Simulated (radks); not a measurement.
# Ionisation of Br²⁺: one atom, several choices of functional

The task here is to estimate one member of a computed series from the others.

Method: Dirac Kohn-Sham, spin-unpolarised, spherical densities, finite nucleus; open shells are shared between the two j in proportion to 2j + 1. Code: radks (a radial shooting solver on a logarithmic mesh, Libxc functionals) version 1.

## The atom as given

- element: bromine (Z = 35)
- charge: +2
- electrons: 33
- configuration: [Ar] 3d10 4s2 4p3
- ion: Br³⁺, [Ar] 3d10 4s2 4p2
- choices: exchange-only B88; PW91; PBE; PBEsol; HCTH/407; RPBE

The outer shells:

Br²⁺
```
[Ar] core
3d [↑↓][↑↓][↑↓][↑↓][↑↓]
4s [↑↓]
4p [↑ ][↑ ][↑ ]
```

Br³⁺
```
[Ar] core
3d [↑↓][↑↓][↑↓][↑↓][↑↓]
4s [↑↓]
4p [↑ ][↑ ][  ]
```

The first run:

Settings of this run:

```text
Z 35
configuration [Ar] 3d10 4s2 4p3
relativity Dirac
functional b88,
spin unpolarised
j_filling average
nucleus finite rms 4.1629 fm
c 137.035999084
```

Among the steps run: exchange-only B88: Br²⁺; exchange-only B88: Br³⁺; PW91: Br²⁺; PW91: Br³⁺; PBE: Br²⁺; PBE: Br³⁺; PBEsol: Br²⁺; PBEsol: Br³⁺; HCTH/407: Br²⁺; HCTH/407: Br³⁺; RPBE: Br²⁺; RPBE: Br³⁺.

One of the session's tables, all rows but one given; the rest of the session is left out.

```
       functional  Δ-SCF (eV)  −ε(HOMO) (eV)  <r> HOMO (bohr)
exchange-only B88      32.967         26.983            1.874
             PW91      34.082         28.091            1.862
              PBE      33.990         28.012            1.864
           PBEsol      34.017         28.028            1.860
         HCTH/407           ?              ?                ?
             RPBE      33.931         27.967            1.865
```

Estimate the missing values for HCTH/407.

As computed: Δ-SCF (eV): 34.263; −ε(HOMO) (eV): 28.270; <r> HOMO (bohr): 1.856. In the column «Δ-SCF (eV)» it is the highest.

Spin polarisation and multiplet splitting are left out, so open shells lie too high by an amount that depends on their filling. Sharing an open shell by 2j + 1 raises it above the true ground level by a part of the spin-orbit splitting, which enters the differences from NIST.
